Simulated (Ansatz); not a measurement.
RbSeBr3, space group P4mm: an equation of state with a fit, run with Ansatz 0.2.0 through its Python package.

Script `eos_rbsebr3.py`:
```python
"""Bulk modulus of RbSeBr3 from an E(V) curve."""

import argparse

import ansatz as az
import numpy as np
from pymatgen.analysis.eos import EOS

parser = argparse.ArgumentParser(description="Bulk modulus of RbSeBr3 from an E(V) curve.")
parser.add_argument("--width-ev", type=float, default=0.05, help="smearing width (eV)")
parser.add_argument("--ecut", type=float, default=500.0, help="plane-wave cutoff (eV)")
parser.add_argument("--kmesh", type=int, nargs=3, default=[4, 4, 4], help="k-point sampling")
args = parser.parse_args()

VECTORS = np.array([
    [5.496265, 0.0, 0.0],
    [0.0, 5.496265, 0.0],
    [0.0, 0.0, 5.485828],
])
SITES = [
    ("Rb", [0.5, 0.5, 0.997185]),
    ("Se", [0.0, 0.0, 0.485492]),
    ("Br", [0.0, 0.5, 0.48522]),
    ("Br", [0.0, 0.0, 0.985401]),
    ("Br", [0.5, 0.0, 0.48522]),
]


def make_crystal(cell):
    crystal = az.Crystal(lattice=az.Lattice.of(cell))
    for symbol, position in SITES:
        crystal = crystal.atom(symbol, position)
    return crystal


def main() -> None:
    # uniform scaling of the cell
    volumes, energies = [], []
    for scale in np.linspace(0.88, 1.12, 7):
        cell = VECTORS * scale ** (1 / 3)
        calculation = (
            make_crystal(cell).calculation()
            .functional(az.Functional.PBESOL)
            .occupations(az.OccupationsMethod.FERMI_DIRAC, width=args.width_ev)
            .basis(args.ecut)
            .kpoints(*args.kmesh)
        )
        report = calculation.run(threads=1, backend="cpu").report
        volumes.append(abs(np.linalg.det(cell)) / len(SITES))
        energies.append(report["free_energy_ev"] / len(SITES))
        print(f"V = {volumes[-1]:8.4f} A^3/atom  F = {energies[-1]:.5f} eV/atom")

    for form in ["pourier_tarantola", "vinet", "birch_murnaghan"]:
        fit = EOS(eos_name=form).fit(volumes, energies)
        print(f"{form:18s} V0 {fit.v0:8.4f} A^3/atom  B0 {fit.b0_GPa:7.1f} GPa  B1 {fit.b1:5.2f}")


if __name__ == "__main__":
    main()
```

Its results, one of them left out:

| V (Å³/atom) | F less the lowest row shown (meV/atom) |
| --- | --- |
| 29.167 | 26.17 |
| 30.493 | 6.48 |
| 31.818 | 0.00 |
| 33.144 | ? |
| 34.470 | 16.07 |
| 35.796 | 34.60 |
| 37.122 | 58.13 |

What is the missing energy at 33.144 Å³ an atom?

A third-order Birch-Murnaghan fit, E = E0 + (9 V0 B0 / 16) [(t - 1)³ B' + (t - 1)² (6 - 4t)] with t = (V0/V)^(2/3), through the 6 rows shown gives V0 = 31.926 Å³, B0 = 29.5 GPa, B' = 4.82 and E0 = -0.02 meV. At V = 33.144 Å³, t = 0.97535, and the fit interpolates to 3.96 meV. The run gave 3.96 meV, a miss of 0.00 meV.

Notes:
- Shape and fractional positions are held along the curve, so the bulk modulus is an upper value where they are free to relax, by a factor of two or more in layered or hydrogen-bonded cells.
- For a metal this k-point mesh is coarse: on a finer one energies can move by several to tens of meV an atom and pressures by half a GPa or more, differences at one mesh by less.
- The structure comes from a database of computed cells and needn't be a stable or known phase.
- Finished in 55 s on 1 thread of Arm Neoverse V2, on a shared host, peak memory 0.58 GiB.
